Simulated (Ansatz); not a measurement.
**MoS2 with a defect (S vacancy): a single-point run**

Wanted: field gradients for MoS2 with a defect (S vacancy).

Method: DFT, PBE, plane-wave PAW, default files, scalar-relativistic, in Ansatz 0.2.0.

### Step 1. The structure to begin with

The structure is triclinic, space group P1 (No. 1). The conventional cell has a = 6.338 Å, b = 8.384 Å, c = 12.324 Å, α = 90.00°, β = 90.00°, γ = 100.89°. Mo (site symmetry 1) has 6 S at 2.41 Å as nearest neighbours. Mo (site symmetry 1) is surrounded by 5 S at 2.41 Å. Only part of the 35 independent sites is listed.

The input asks for a charge of +1 e on the cell.

As a file:

```
Mo S
1.0
     9.50700    0.00000    0.00000
    -3.16900    5.48887    0.00000
     0.00000    0.00000   12.32400
Mo S
12 23
Direct
  0.11111 0.33333 0.25000
  0.11111 0.83333 0.25000
  0.44444 0.33333 0.25000
  0.44444 0.83333 0.25000
  0.77778 0.33333 0.25000
  0.77778 0.83333 0.25000
  0.22222 0.16667 0.75000
  0.22222 0.66667 0.75000
  0.55556 0.16667 0.75000
  0.55556 0.66667 0.75000
  0.88889 0.16667 0.75000
  0.88889 0.66667 0.75000
  0.11111 0.83333 0.62300
  0.44444 0.33333 0.62300
  0.44444 0.83333 0.62300
  0.77778 0.33333 0.62300
  0.77778 0.83333 0.62300
  0.22222 0.16667 0.12300
  0.22222 0.66667 0.12300
  0.55556 0.16667 0.12300
  0.55556 0.66667 0.12300
  0.88889 0.16667 0.12300
  0.88889 0.66667 0.12300
  0.11111 0.33333 0.87700
  0.11111 0.83333 0.87700
  0.44444 0.33333 0.87700
  0.44444 0.83333 0.87700
  0.77778 0.33333 0.87700
  0.77778 0.83333 0.87700
  0.22222 0.16667 0.37700
  0.22222 0.66667 0.37700
  0.55556 0.16667 0.37700
  0.55556 0.66667 0.37700
  0.88889 0.16667 0.37700
  0.88889 0.66667 0.37700
```

### Step 2. Input and run

File input.yaml:

```yaml
crystal:
  lattice:
    - [9.507, 0.0, 0.0]
    - [-3.169, 5.4888690092, 0.0]
    - [0.0, 0.0, 12.324]
  atoms:
    - { symbol: Mo, position: [0.1111111111, 0.3333333334, 0.25] }
    - { symbol: Mo, position: [0.1111111111, 0.8333333334, 0.25] }
    - { symbol: Mo, position: [0.4444444444, 0.3333333334, 0.25] }
    - { symbol: Mo, position: [0.4444444444, 0.8333333334, 0.25] }
    - { symbol: Mo, position: [0.7777777778, 0.3333333334, 0.25] }
    - { symbol: Mo, position: [0.7777777778, 0.8333333334, 0.25] }
    - { symbol: Mo, position: [0.2222222222, 0.1666666666, 0.75], spin: 0.5 }
    - { symbol: Mo, position: [0.2222222222, 0.6666666666, 0.75], spin: 0.5 }
    - { symbol: Mo, position: [0.5555555556, 0.1666666666, 0.75] }
    - { symbol: Mo, position: [0.5555555556, 0.6666666666, 0.75] }
    - { symbol: Mo, position: [0.8888888889, 0.1666666666, 0.75], spin: 0.5 }
    - { symbol: Mo, position: [0.8888888889, 0.6666666666, 0.75] }
    - { symbol: S, position: [0.1111111111, 0.8333333334, 0.623] }
    - { symbol: S, position: [0.4444444444, 0.3333333334, 0.623] }
    - { symbol: S, position: [0.4444444444, 0.8333333334, 0.623] }
    - { symbol: S, position: [0.7777777778, 0.3333333334, 0.623] }
    - { symbol: S, position: [0.7777777778, 0.8333333334, 0.623] }
    - { symbol: S, position: [0.2222222222, 0.1666666666, 0.123] }
    - { symbol: S, position: [0.2222222222, 0.6666666666, 0.123] }
    - { symbol: S, position: [0.5555555556, 0.1666666666, 0.123] }
    - { symbol: S, position: [0.5555555556, 0.6666666666, 0.123] }
    - { symbol: S, position: [0.8888888889, 0.1666666666, 0.123] }
    - { symbol: S, position: [0.8888888889, 0.6666666666, 0.123] }
    - { symbol: S, position: [0.1111111111, 0.3333333334, 0.877] }
    - { symbol: S, position: [0.1111111111, 0.8333333334, 0.877] }
    - { symbol: S, position: [0.4444444444, 0.3333333334, 0.877] }
    - { symbol: S, position: [0.4444444444, 0.8333333334, 0.877] }
    - { symbol: S, position: [0.7777777778, 0.3333333334, 0.877] }
    - { symbol: S, position: [0.7777777778, 0.8333333334, 0.877] }
    - { symbol: S, position: [0.2222222222, 0.1666666666, 0.377] }
    - { symbol: S, position: [0.2222222222, 0.6666666666, 0.377] }
    - { symbol: S, position: [0.5555555556, 0.1666666666, 0.377] }
    - { symbol: S, position: [0.5555555556, 0.6666666666, 0.377] }
    - { symbol: S, position: [0.8888888889, 0.1666666666, 0.377] }
    - { symbol: S, position: [0.8888888889, 0.6666666666, 0.377] }
magnetization:
  spin_polarized: true
total_charge: 1
kpoints:
  mp_grid: { grid: [1, 1, 1] }
scf:
  occupations: { method: fermi_dirac, width: 0.01 }
  max_iter: 100
hamiltonian:
  xc: pbe
  pseudopotentials: { kind: paw }
output:
  forces: true
  stress: true
  populations: true
  efg:
    quadrupole_moments_barn: { Mo: -0.022, S: -0.0694 }
    contact_densities: true
```

Started as:

```sh
$ ansatz run input.yaml --threads 4 --pin off --max-ram 10240MiB --backend cpu --events-out ev --progress --plain --runs-dir out
```

**Question.** How will this run end, and is anything wrong with its input?

This run ends as converged, with warnings (gradients without spin orbit, stability check not made). That alone doesn't make the input a sound one.

In the input, kpoints.mp_grid.grid is [1, 1, 1]. One k-point can't sample the Brillouin zone of so small a cell.

To check: set kpoints.mp_grid.grid to [3, 4, 2].
